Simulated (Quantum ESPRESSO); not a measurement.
TiN: equation of state with LDA

TiN:

```xyz
2
Lattice="0.0000 2.1200 2.1200 2.1200 0.0000 2.1200 2.1200 2.1200 0.0000" Properties=species:S:1:pos:R:3 pbc="T T T"
Ti    0.0000    0.0000    0.0000
N     2.1200    2.1200    2.1200
```

The cell was built by a generator and needn't be a form met in nature.

| Item | Value |
| --- | --- |
| Program | Quantum ESPRESSO 7.5 |
| Task | equation of state |
| Functional | LDA |
| Potentials or basis | GBRV 1.5 LDA |
| Cutoff | 612 eV |
| Density cutoff | 4898 eV |
| k mesh | 16 × 16 × 16 |
| Occupations | methfessel-paxton, width 0.2 eV |
| Spin | no spin polarisation |
| Form of the LDA correlation | PZ81 |
| Mixing beta | 0.5 |
| Most SCF iterations | 120 |
| SCF threshold | 4e-10 Ry |

| Quantity | Value |
| --- | --- |
| Equilibrium volume | 9.09 Å³/atom |
| Bulk modulus | 319 GPa |
| Pressure derivative of the bulk modulus | 4.2 |

Energy against volume, from the lowest point:
| volume (Å³/atom) | energy (meV/atom) |
| --- | --- |
| 8.956 | 1.76 |
| 9.147 | 0.00 |
| 9.338 | 5.95 |
| 9.528 | 18.81 |
| 9.719 | 37.87 |
| 9.909 | 62.52 |
| 10.100 | 92.11 |

All runs of the series together: 2.1 min on 1 thread of Intel(R) Xeon(R) Platinum 8488C (Sapphire Rapids) (shared host).
